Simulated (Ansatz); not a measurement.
# CH7BSi2: the cost of one run

The runs use Ansatz 0.2.0, Gaussian basis; the settings change from run to run.

### 1 The geometry

The geometry comes from an earlier relaxation with PBE0-D4 in a triple-zeta def2 set; it is a stationary point, not always the lowest conformer.

11 atoms, charge 0, spin multiplicity 1.

Atoms are counted from 1 here; the program's logs count them from 0.

Bond lengths: Si1–C2 1.871 Å, Si1–H5 1.486 Å, Si1–H6 1.488 Å, Si1–H7 1.485 Å, C2–B3 1.510 Å, C2–Si4 1.919 Å, C2–H8 1.093 Å, B3–Si4 1.938 Å, B3–H9 1.187 Å, Si4–H10 1.481 Å, Si4–H11 1.484 Å. Angles: C2–Si1–H5 110.4°, C2–Si1–H6 109.4°, C2–Si1–H7 110.7°, H5–Si1–H6 108.6°, H5–Si1–H7 109.3°, H6–Si1–H7 108.3°, Si1–C2–B3 118.3°, Si1–C2–Si4 104.4°, Si1–C2–H8 106.9°, B3–C2–Si4 67.6°, B3–C2–H8 121.9°, Si4–C2–H8 134.0°, C2–B3–Si4 66.3°, C2–B3–H9 137.5°, Si4–B3–H9 149.9°, C2–Si4–B3 46.1°, C2–Si4–H10 111.5°, C2–Si4–H11 119.5° and more.

### 2 LC-wPBE/aug-pcseg-2

Input file in.yaml:

```yaml
crystal:
  periodic: [false, false, false]
  atoms:
    - {symbol: Si, position_ang: [-0.972019, 1.065501, -0.437867]}
    - {symbol: C, position_ang: [-0.413284, -0.528919, 0.367119]}
    - {symbol: B, position_ang: [0.661325, -0.458735, 1.425788]}
    - {symbol: Si, position_ang: [1.339647, -0.837890, -0.349358]}
    - {symbol: H, position_ang: [-1.499880, 0.800770, -1.801153]}
    - {symbol: H, position_ang: [-2.053930, 1.678001, 0.379743]}
    - {symbol: H, position_ang: [0.152072, 2.032595, -0.525058]}
    - {symbol: H, position_ang: [-1.303279, -1.151007, 0.489128]}
    - {symbol: H, position_ang: [0.738486, -0.584349, 2.603657]}
    - {symbol: H, position_ang: [1.673864, 0.143002, -1.406760]}
    - {symbol: H, position_ang: [1.742297, -2.216070, -0.724639]}
basis:
  gaussian: {orbitals: aug-pcseg-2}
hamiltonian: {xc: {name: LC-wPBE}}
output: {forces: true}
```

Command:

```sh
> ansatz run in.yaml --threads 2 --pin off --events-out ev --progress --plain --max-ram 4352MiB
```

**Question.** How long does this run take on 2 threads of Arm Neoverse V1, shared host, and how much memory does it need?

About 16 s, with a peak of 1.2 GiB.
